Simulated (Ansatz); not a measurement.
**CH5InS: small, medium and large basis sets**

An exercise on one series of results from a longer session: the logs are not shown, and one member is left open.

Method: one geometry, several basis sets; program: Ansatz 0.2.0, Gaussian basis.

The runs, in order: PBE0-D4/def2-SVP; ωB97M-V/def2-SVP; PBE0-D4/def2-QZVPP; ωB97M-V/def2-QZVPP; the functionals' def2-TZVPP values are taken from earlier runs.

**The relaxed structure**

The geometry comes from an earlier relaxation with PBE0-D4 in a triple-zeta def2 set; it is a stationary point, not always the lowest conformer. In takes the def2 core potential; no spin-orbit term is included.

SMILES `[CH3][InH][SH]`, 8 atoms, charge 0, spin multiplicity 1.

Atoms are counted from 1 here; the program's logs count them from 0.

Bond lengths: C1–In2 2.143 Å, C1–H4 1.092 Å, C1–H5 1.090 Å, C1–H6 1.091 Å, In2–S3 2.399 Å, In2–H7 1.716 Å, S3–H8 1.343 Å. Angles: In2–C1–H4 109.4°, In2–C1–H5 110.4°, In2–C1–H6 110.4°, H4–C1–H5 108.9°, H4–C1–H6 108.2°, H5–C1–H6 109.4°, C1–In2–S3 116.6°, C1–In2–H7 130.3°, S3–In2–H7 113.2°, In2–S3–H8 94.4°.

Set-up of the first run:

Input file in.yaml:

```yaml
crystal:
  periodic: [false, false, false]
  atoms:
    - {symbol: C, position_ang: [-0.661346, 1.040151, 0.284336]}
    - {symbol: In, position_ang: [0.667916, -0.248322, -0.795052]}
    - {symbol: S, position_ang: [1.026645, -2.433937, 0.126453]}
    - {symbol: H, position_ang: [-1.610679, 1.111909, -0.250157]}
    - {symbol: H, position_ang: [-0.848043, 0.644646, 1.282238]}
    - {symbol: H, position_ang: [-0.238527, 2.042389, 0.365081]}
    - {symbol: H, position_ang: [1.535669, 0.021067, -2.250611]}
    - {symbol: H, position_ang: [0.220363, -2.235102, 1.182012]}
basis:
  gaussian: {orbitals: def2-SVP}
hamiltonian: {xc: pbe0, dispersion: d4}
output: {orbitals: {seedname: orbitals}}
```

Among the steps run: PBE0-D4 in def2-SVP; ωB97M-V in def2-SVP; PBE0-D4 in def2-QZVPP; ωB97M-V in def2-QZVPP.

One of the session's tables, all rows but one given; the rest of the session is left out.

It belongs to the step «Functionals by basis». 

| functional | basis | HOMO (eV) | LUMO (eV) |
| --- | --- | --- | --- |
| PBE0-D4 | def2-SVP | -7.10 | -1.21 |
| PBE0-D4 | def2-TZVPP | -7.23 | -1.32 |
| PBE0-D4 | def2-QZVPP | -7.25 | -1.34 |
| ωB97M-V | def2-SVP | -9.24 | 0.38 |
| ωB97M-V | def2-TZVPP | ? | ? |
| ωB97M-V | def2-QZVPP | -9.44 | 0.07 |

Q: Estimate the row for ωB97M-V, def2-TZVPP from the others.

**Answer.** HOMO (eV): -9.41; LUMO (eV): 0.14. In the column «HOMO (eV)» it lies between ωB97M-V, def2-QZVPP (-9.44) and ωB97M-V, def2-SVP (-9.24).
